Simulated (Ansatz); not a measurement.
Runs of Ansatz 0.2.0 on CsLiCr2Te2S3. The structure is monoclinic, space group Pm (No. 6). The conventional cell has a = 7.057 Å, b = 3.981 Å, c = 9.084 Å, α = 90.00°, β = 107.12°, γ = 90.00°. Cs (site symmetry m) has 3 S at 3.44 to 3.50 Å and 1 Te at 3.93 Å as nearest neighbours. Around Li (site symmetry m) lie 3 S at 2.21 to 2.30 Å. Cr (site symmetry m) is surrounded by 5 S at 2.47 to 2.63 Å and 1 Te at 2.79 Å and 2 Li at 2.81 Å. Cr (site symmetry m) has 2 S at 2.34 to 2.50 Å as nearest neighbours. Te (site symmetry m) has 3 Cr at 2.76 to 2.79 Å as nearest neighbours. Te (site symmetry m) is surrounded by 1 S at 2.48 Å and 2 Cr at 2.80 Å. Around S (site symmetry m) lie 2 Li at 2.21 Å and 1 Te at 2.48 Å and 1 Cr at 2.51 Å. Around S (site symmetry m) lie 3 Cr at 2.34 to 2.47 Å and 1 Li at 2.63 Å. The cell was built by a generator and needn't be a form met in nature.

| task | level | spin | cell | k mesh | cutoff (eV) | points for each segment of the path | gap on the mesh (eV) | pressure (GPa) | moment (μB) | relaxed volume (Å³/atom) | largest force (eV/Å) |
| --- | --- | --- | --- | --- | --- | --- | --- | --- | --- | --- | --- |
| band structure | revPBE | collinear, ferromagnetic start | as given | 4 × 7 × 3 | 420 | 10 | 0.49 | 1.4 | 6.00 | - | 0.12 |
| band structure | r2SCAN | non-collinear, ferromagnetic start, SOC | as given | 3 × 5 × 3 | 500 | 10 | 0.73 | 0.0 | 6.01 | - | 0.30 |
| band structure | PBEsol | collinear, ferromagnetic start | as given | 4 × 7 × 3 | 420 | 10 | (c) | -2.2 | 6.00 | - | 0.33 |
| relaxation of cell and atoms | PBEsol+D3(BJ) | collinear, ferromagnetic start | relaxed | 3 × 5 × 3 | 420 | - | 0.31 | 0.0 | 5.99 | 23.63 | 0.01 |
| relaxation of cell and atoms | PBEsol | collinear, ferromagnetic start | relaxed | 3 × 5 × 3 | 420 | - | 0.52 | 0.0 | 6.00 | 25.39 | - |
| relaxation of cell and atoms | r2SCAN+rVV10 | collinear, ferromagnetic start | relaxed | 3 × 5 × 3 | 500 | - | (d) | 0.0 | 6.00 | (b) | - |
| relaxation of cell and atoms | revPBE | collinear, ferromagnetic start | relaxed | 3 × 5 × 3 | 420 | - | 0.63 | 0.0 | 6.00 | 28.56 | 0.01 |
| relaxation of cell and atoms | r2SCAN+D4 | collinear, ferromagnetic start | relaxed | 3 × 5 × 3 | 500 | - | (a) | 0.0 | 6.00 | 26.19 | - |

Alike in all rows: potentials or basis Ansatz PAW; smearing fermi-dirac 0.05 eV.

Problem. Fill in the values left out.

Solution. (a) 0.68; (b) 25.90; (c) 0.43; (d) 0.67.

Caveats: the PAW data sets come from PBE, with cores solved anew for the run's functional, which leaves a small shift of forces and pressure; spin-orbit coupling is left out, which moves the levels of the heavy elements (some runs); odd divisions of the mesh miss points on the zone boundary, where band edges often lie, so the gap on the mesh can be too wide (some runs); the plane-wave basis is chosen anew once the cell has moved, so the energies of steps on either side of that aren't comparable (some runs); the magnetic or orbital state may not be the lowest (some runs); the k mesh misses the band edges, so the gap on the mesh is wider than the one along the path (some runs).

A k mesh can miss the band edges, and rows without SOC leave out spin-orbit coupling on Cs, Te.

Runs at the PBE level aren't shown here.
